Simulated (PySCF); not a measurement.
# C3H7BSi: the cost of one run

The runs use PySCF 2.14.0, with density-fitted response routines of our own; the level of theory stands in each step. All values are computed, except where a source is named. Atoms are numbered from 0 throughout.

### 1 Starting geometry

12 atoms, charge 0, multiplicity 1; geometry from: PBE0-D3(BJ)/def2-SVP.

Bonds of the start (Å): B0–Si1 2.01, Si1–C2 1.89, C2–C3 1.31, C3–C4 1.31, B0–H5 1.21, B0–H6 1.21, Si1–H7 1.50, Si1–H8 1.49, C2–H9 1.10, C4–H10 1.09, C4–H11 1.09.

### 2 Shielding tensors: PBE0/pcSseg-2

The job: settings as JSON, then the geometry in Å.

```
{"job": {"kind": "nmr", "xc": "PBE0", "basis": "pcSseg-2", "pop": false}, "charge": 0, "multiplicity": 1}
B     -2.161562     0.762121     0.636436
Si    -1.215432    -0.521636    -0.588968
C      0.387221    -0.825742     0.360908
C      1.507158    -0.214837     0.061460
C      2.608782     0.405486    -0.275758
H     -2.651164     0.361309     1.667389
H     -2.161319     1.954831     0.440318
H     -1.938651    -1.822867    -0.757360
H     -0.875647     0.024205    -1.937677
H      0.369956    -1.497113     1.230721
H      2.857523     1.385635     0.143513
H      3.314941    -0.041762    -0.982885
```

With the program's defaults for keys left out, this is: GIAO PBE0/pcSseg-2 NMR shielding, non-relativistic, gas phase.

Command:

```bash
OMP_NUM_THREADS=1 python probes_run.py task.json out
```

The driver reads the jobs from task.json and runs them one after another.

Q: Estimate the wall time and peak memory of this first job on 1 thread of Arm Neoverse V1, shared host.

About 29 s, with a peak of 1.2 GiB.
